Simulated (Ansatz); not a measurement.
# Ge2H8OSn: the cost of one run

Method: RHF/def2-SVP, in Ansatz 0.2.0.

**1. The structure to begin with**

Bond lengths: O1–Ge2 1.749 Å, Ge2–Sn3 2.574 Å, Sn3–Ge4 2.622 Å, O1–H5 0.976 Å, Ge2–H6 1.554 Å, Ge2–H7 1.573 Å, Sn3–H8 1.697 Å, Sn3–H9 1.817 Å, Ge4–H10 1.487 Å, Ge4–H11 1.600 Å, Ge4–H12 1.532 Å. Angles (14 of 19 angles, heavy atoms first): O1–Ge2–Sn3 107.0°, Ge2–Sn3–Ge4 109.8°, O1–Ge2–H6 111.1°, O1–Ge2–H7 110.4°, Sn3–Ge2–H6 110.2°, Sn3–Ge2–H7 109.1°, Ge2–O1–H5 109.1°, Ge2–Sn3–H8 111.2°, Ge2–Sn3–H9 108.7°, Ge4–Sn3–H8 111.0°, Ge4–Sn3–H9 108.0°, Sn3–Ge4–H10 109.8°, Sn3–Ge4–H11 104.6°, Sn3–Ge4–H12 109.0°.

Coordinates:

```xyz
12

O    -2.1097    1.4342   -0.6028
Ge   -0.9292    1.6799    0.6645
Sn    0.2150   -0.5887    1.0788
Ge    1.2465   -1.4828   -1.1596
H    -1.6649    1.0568   -1.3852
H    -1.6069    2.1850    1.9686
H     0.1533    2.7269    0.2109
H    -0.8709   -1.7127    1.7394
H     1.5687   -0.3515    2.2667
H     2.2112   -0.4897   -1.7010
H    -0.0061   -1.6531   -2.1409
H     1.8700   -2.8594   -0.9054
```

**2. Relaxing end A**

input.yaml

```yaml
crystal:
  periodic: [false, false, false]
  atoms:
    - { symbol: O, position_ang: [-2.1097, 1.4342, -0.6028] }
    - { symbol: Ge, position_ang: [-0.9292, 1.6799, 0.6645] }
    - { symbol: Sn, position_ang: [0.215, -0.5887, 1.0788] }
    - { symbol: Ge, position_ang: [1.2465, -1.4828, -1.1596] }
    - { symbol: H, position_ang: [-1.6649, 1.0568, -1.3852] }
    - { symbol: H, position_ang: [-1.6069, 2.185, 1.9686] }
    - { symbol: H, position_ang: [0.1533, 2.7269, 0.2109] }
    - { symbol: H, position_ang: [-0.8709, -1.7127, 1.7394] }
    - { symbol: H, position_ang: [1.5687, -0.3515, 2.2667] }
    - { symbol: H, position_ang: [2.2112, -0.4897, -1.701] }
    - { symbol: H, position_ang: [-0.0061, -1.6531, -2.1409] }
    - { symbol: H, position_ang: [1.87, -2.8594, -0.9054] }
basis:
  gaussian: { orbitals: def2-SVP }
hamiltonian:
  xc: hf
relax:
  f_tol: 0.015
  max_steps: 40
```

The run is started by

```console
$ ansatz run input.yaml --threads 2 --pin off --max-ram 3072MiB --backend cpu --events-out ev --progress --plain --runs-dir out
```

**Question.** How long does this run take on 2 threads of Arm Neoverse V1, shared host, and how much memory does it need?

About 38 s, with a peak of 0.5 GiB.
